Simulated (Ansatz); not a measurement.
# C₂H₂Br₂S: an energy map over bond length C3–Br4 and bond length C3–Br5

How does the energy of C₂H₂Br₂S, SMILES S=CC(Br)Br change over two coordinates at once? A grid of runs gives the map.

Method: RKS PBE0-D4/def2-SVP; program: Ansatz 0.2.0.

### Step 1. Starting geometry

SMILES `S=CC(Br)Br`, 7 atoms, charge 0, spin multiplicity 1.

Atoms are counted from 1 here; the program's logs count them from 0.

Bond lengths: S1–C2 1.622 Å, C2–C3 1.503 Å, C2–H6 1.113 Å, C3–Br4 1.932 Å, C3–Br5 1.987 Å, C3–H7 1.107 Å. Angles: S1–C2–C3 127.9°, S1–C2–H6 121.3°, C3–C2–H6 110.8°, C2–C3–Br4 115.9°, C2–C3–Br5 105.6°, C2–C3–H7 111.1°, Br4–C3–Br5 112.3°, Br4–C3–H7 107.2°, Br5–C3–H7 104.1°.

Geometry (Å):

```
S    -1.6114   -0.8387    1.3517
C    -0.4351    0.1255    0.7888
C     0.4459   -0.0940   -0.4094
Br    0.2604   -1.8028   -1.2907
Br    0.0756    1.4293   -1.6298
H    -0.1887    1.0883    1.2893
H     1.5145    0.0243   -0.1456
```

This geometry comes from a loose relaxation at PBE in a small basis, which is not shown.

### Step 3. The grid

The axes are (1) bond length C3–Br4: 13 values from 1.685 to 2.393 Å; (2) bond length C3–Br5: 13 values from 1.643 to 2.542 Å.

Nothing else is relaxed (all other coordinates rigid). Energies count from the relaxed molecule at the same level.

(The set-up runs are not shown.)

### Step 4. Grid point bond length C3–Br4 = 1.921 Å, bond length C3–Br5 = 1.943 Å

File input.yaml:

```yaml
crystal:
  periodic: [false, false, false]
  atoms:
    - { symbol: S, position_ang: [-1.572416, -0.849449, 1.361867] }
    - { symbol: C, position_ang: [-0.435704, 0.126402, 0.783904] }
    - { symbol: C, position_ang: [0.438831, -0.086242, -0.413736] }
    - { symbol: Br, position_ang: [0.243593, -1.782508, -1.293967] }
    - { symbol: Br, position_ang: [0.103789, 1.403675, -1.615044] }
    - { symbol: H, position_ang: [-0.211942, 1.091173, 1.270231] }
    - { symbol: H, position_ang: [1.496663, 0.013305, -0.13415] }
basis:
  gaussian: { orbitals: def2-SVP }
hamiltonian:
  xc: pbe0
  dispersion: d4
output:
  forces: true
```

On the command line:

```bash
$ ansatz run input.yaml --threads 1 --pin off --max-ram 2560MiB --backend cpu --events-out ev --progress --plain --runs-dir out
```

Further runs follow: the other points that were computed.

Q: Predict the outcome of this session. Wanted: lowest point; highest computed point; dipole moment; largest force on an atom.

**Answer**, as computed:

| quantity | value |
| --- | --- |
| lowest point | bond length C3–Br4 = 1.921 Å, bond length C3–Br5 = 1.943 Å, 0.15 kJ/mol |
| highest computed point | bond length C3–Br4 = 2.393 Å, bond length C3–Br5 = 2.542 Å, 246 kJ/mol above the lowest |
| dipole moment (D) | 1.58 at bond length C3–Br4 = 1.685 Å, bond length C3–Br5 = 2.018 Å to 3.46 at bond length C3–Br4 = 2.393 Å, bond length C3–Br5 = 1.643 Å; 1.78 at the lowest point |
| largest force on an atom (eV/Å) | 0.2 at bond length C3–Br4 = 1.921 Å, bond length C3–Br5 = 1.943 Å to 12.2 at bond length C3–Br4 = 1.685 Å, bond length C3–Br5 = 1.643 Å; 0.2 at the lowest point |
| time for the whole task | 43 min on 1 thread, shared host |

What this shows: The lowest computed point is at bond length C3–Br4 = 1.921 Å, bond length C3–Br5 = 1.943 Å, 0.15 kJ/mol from the relaxed molecule at the same level. No other kind of well shows on this grid. The highest computed point, bond length C3–Br4 = 2.393 Å, bond length C3–Br5 = 2.542 Å, lies 246 kJ/mol above the lowest. Round the minimum the valley is somewhat tilted: raising bond length C3–Br4 shifts the best value of bond length C3–Br5 downwards (coupling k₁₂/√(k₁₁k₂₂) about 0.1).
